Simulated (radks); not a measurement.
# Ionising manganese step by step, Mn¹³⁺ to Mn²⁴⁺

How much does each further electron of manganese cost? Each ion is computed in its NIST ground configuration. Each value is a difference of total energies (Δ-SCF).

The numbers are computed with radks (a radial shooting solver on a logarithmic mesh, Libxc functionals) version 1 (scalar-relativistic Kohn-Sham, BLYP, spin-polarised, spherical densities, finite nucleus; open shells are filled with parallel spins first), except any that are marked as measured or tabulated.

## Step 1: Starting point

| Quantity | Value |
| --- | --- |
| element | manganese (Z = 25) |
| charges | 13 to 24 |
| first configuration | [Ne] 3s2 |
| last configuration | 1s1 |

Outer shells as boxes (Hund's rule):

Mn¹³⁺
```
[Ne] core
3s [↑↓]
```

Mn²⁴⁺
```
1s [↑ ]
```

## Step 2: Mn¹³⁺, [Ne] 3s2

Input:

```text
Z 25
configuration [Ne] 3s2 3p0 4s0
relativity scalar-relativistic
functional b88,lyp
spin polarised
nucleus finite rms 3.7057 fm
c 137.035999084
```

## Step 3: Mn¹⁴⁺, [Ne] 3s1

Settings, as their differences from step 2:

```diff
@@ -1,3 +1,3 @@
 Z 25
-configuration [Ne] 3s2 3p0 4s0
+configuration [Ne] 3s1
 relativity scalar-relativistic
```

## Step 4: Mn¹⁵⁺, [Ne]

Settings, as their differences from step 3:

```diff
@@ -1,3 +1,3 @@
 Z 25
-configuration [Ne] 3s1
+configuration [Ne]
 relativity scalar-relativistic
```

## Step 5: Mn¹⁶⁺, [He] 2s2 2p5

Settings, as their differences from step 4:

```diff
@@ -1,3 +1,3 @@
 Z 25
-configuration [Ne]
+configuration [He] 2s2 2p5
 relativity scalar-relativistic
```

## Step 6: Mn¹⁷⁺, [He] 2s2 2p4

Settings, as their differences from step 5:

```diff
@@ -1,3 +1,3 @@
 Z 25
-configuration [He] 2s2 2p5
+configuration [He] 2s2 2p4
 relativity scalar-relativistic
```

## Step 7: Mn¹⁸⁺, [He] 2s2 2p3

Settings, as their differences from step 6:

```diff
@@ -1,3 +1,3 @@
 Z 25
-configuration [He] 2s2 2p4
+configuration [He] 2s2 2p3
 relativity scalar-relativistic
```

## Step 8: Mn¹⁹⁺, [He] 2s2 2p2

Settings, as their differences from step 7:

```diff
@@ -1,3 +1,3 @@
 Z 25
-configuration [He] 2s2 2p3
+configuration [He] 2s2 2p2
 relativity scalar-relativistic
```

## Step 9: Mn²⁰⁺, [He] 2s2 2p1

Settings, as their differences from step 8:

```diff
@@ -1,3 +1,3 @@
 Z 25
-configuration [He] 2s2 2p2
+configuration [He] 2s2 2p1
 relativity scalar-relativistic
```

## Step 10: Mn²¹⁺, [He] 2s2

Settings, as their differences from step 9:

```diff
@@ -1,3 +1,3 @@
 Z 25
-configuration [He] 2s2 2p1
+configuration [He] 2s2 2p0 3s0
 relativity scalar-relativistic
```

## Step 11: Mn²²⁺, [He] 2s1

Settings, as their differences from step 10:

```diff
@@ -1,3 +1,3 @@
 Z 25
-configuration [He] 2s2 2p0 3s0
+configuration [He] 2s1
 relativity scalar-relativistic
```

## Step 12: Mn²³⁺, [He]

Settings, as their differences from step 11:

```diff
@@ -1,3 +1,3 @@
 Z 25
-configuration [He] 2s1
+configuration [He]
 relativity scalar-relativistic
```

## Step 13: Mn²⁴⁺, 1s1

Settings, as their differences from step 12:

```diff
@@ -1,3 +1,3 @@
 Z 25
-configuration [He]
+configuration 1s1 2s0 2p0
 relativity scalar-relativistic
```

What does the calculation give? Wanted: for each run, species; configuration; Δ-SCF; −ε(HOMO); NIST; error.

**Answer**, as computed:

| species | configuration | Δ-SCF (eV) | −ε(HOMO) (eV) | NIST (eV) | error (%) |
| --- | --- | --- | --- | --- | --- |
| Mn¹³⁺ | [Ne] 3s2 | 403.70 | 390.10 | 403.0 (semi-emp.) | +0.2 |
| Mn¹⁴⁺ | [Ne] 3s1 | 437.61 | 423.34 | 435.17 (semi-emp.) | +0.6 |
| Mn¹⁵⁺ | [Ne] | 1137.1 | 1092.9 | 1134 (semi-emp.) | +0.3 |
| Mn¹⁶⁺ | [He] 2s2 2p5 | 1226.5 | 1181.8 | 1224 (semi-emp.) | +0.2 |
| Mn¹⁷⁺ | [He] 2s2 2p4 | 1316.1 | 1271.5 | 1320 (semi-emp.) | -0.3 |
| Mn¹⁸⁺ | [He] 2s2 2p3 | 1440.8 | 1392.0 | 1431 (semi-emp.) | +0.7 |
| Mn¹⁹⁺ | [He] 2s2 2p2 | 1539.2 | 1490.1 | 1537 (semi-emp.) | +0.1 |
| Mn²⁰⁺ | [He] 2s2 2p1 | 1637.3 | 1588.7 | 1643 (semi-emp.) | -0.4 |
| Mn²¹⁺ | [He] 2s2 | 1785.7 | 1749.1 | 1789 (semi-emp.) | -0.2 |
| Mn²²⁺ | [He] 2s1 | 1883.3 | 1845.4 | 1879.9 (theory) | +0.2 |
| Mn²³⁺ | [He] | 8148.1 | 7993.9 | 8140.8 (theory) | +0.1 |
| Mn²⁴⁺ | 1s1 | 8573.8 | 8415.8 | 8572.0 (theory) | +0.0 |

**Reading.** Reference values: NIST Atomic Spectra Database (exp. measured, semi-emp. semi-empirical, theory a theoretical value adopted there). The steepest step, after dividing by the final charge, comes at Mn²³⁺ in [He], where the value goes from 1883.3 to 8148.1 eV. There the highest level belongs to another shell. The Δ-SCF values miss the measured or semi-empirical entries by +0.1 % in the signed mean; the largest miss is +0.7 % (Mn¹⁸⁺). Minus the highest eigenvalue gives 96 to 98 % of the Δ-SCF value along the ladder. Open shells are spherical and high-spin; term and fine-structure splittings are not resolved.
